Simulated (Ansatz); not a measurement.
# Rh16Se: the cost of one run

Program: Ansatz 0.2.0. Level of theory: DFT PBE+D3(BJ), plane waves, PAW, scalar-relativistic, no spin polarisation. These are calculated values, not measurements.

## Step 1: Starting point

The cell holds 17 atoms (Rh16Se): a = 7.600 Å, b = 5.374 Å, c = 17.031 Å, α = 90.00°, β = 90.00°, γ = 90.00°.

Its coordinates follow in the input file.

## Step 2: End point A

File input.yaml:

```yaml
crystal:
  lattice:
    - [7.6, 0.0, 0.0]
    - [0.0, 5.374012, 0.0]
    - [0.0, 0.0, 17.030509]
  atoms:
    - { symbol: Rh, position: [0.25, 0.25, 0.0587182] }
    - { symbol: Rh, position: [0.75, 0.25, 0.0587182] }
    - { symbol: Rh, position: [0.25, 0.75, 0.0587182] }
    - { symbol: Rh, position: [0.75, 0.75, 0.0587182] }
    - { symbol: Rh, position: [0.0, 0.0, 0.1376062] }
    - { symbol: Rh, position: [0.5, 0.0, 0.1376062] }
    - { symbol: Rh, position: [0.0, 0.5, 0.1376062] }
    - { symbol: Rh, position: [0.5, 0.5, 0.1376062] }
    - { symbol: Rh, position: [0.25, 0.25, 0.2164942] }
    - { symbol: Rh, position: [0.75, 0.25, 0.2164942] }
    - { symbol: Rh, position: [0.25, 0.75, 0.2164942] }
    - { symbol: Rh, position: [0.75, 0.75, 0.2164942] }
    - { symbol: Rh, position: [0.0, 0.0, 0.2953822] }
    - { symbol: Rh, position: [0.5, 0.0, 0.2953822] }
    - { symbol: Rh, position: [0.0, 0.5, 0.2953822] }
    - { symbol: Rh, position: [0.5, 0.5, 0.2953822] }
    - { symbol: Se, position: [0.2570579, 0.7292402, 0.3846338] }
basis:
  ecutwfc: 420.0
kpoints:
  mp_grid: { grid: [2, 3, 1] }
hamiltonian:
  xc: pbe
  dispersion: d3bj
scf:
  occupations: { method: gaussian, width: 0.05 }
  lower_state_search: "off"
relax:
  f_tol: 0.03
  max_steps: 60
  adjacent_minimum: "off"
  constraints: [{ sites: [0, 1, 2, 3] }]
```

Run with:

```console
$ ansatz run input.yaml --threads 4 --pin off --max-ram 10240MiB --backend cpu --events-out ev --progress --plain --runs-dir out
```

What time and memory should one allow on 4 threads of Arm Neoverse V2, shared host?

About 96 s, with a peak of 1.9 GiB.
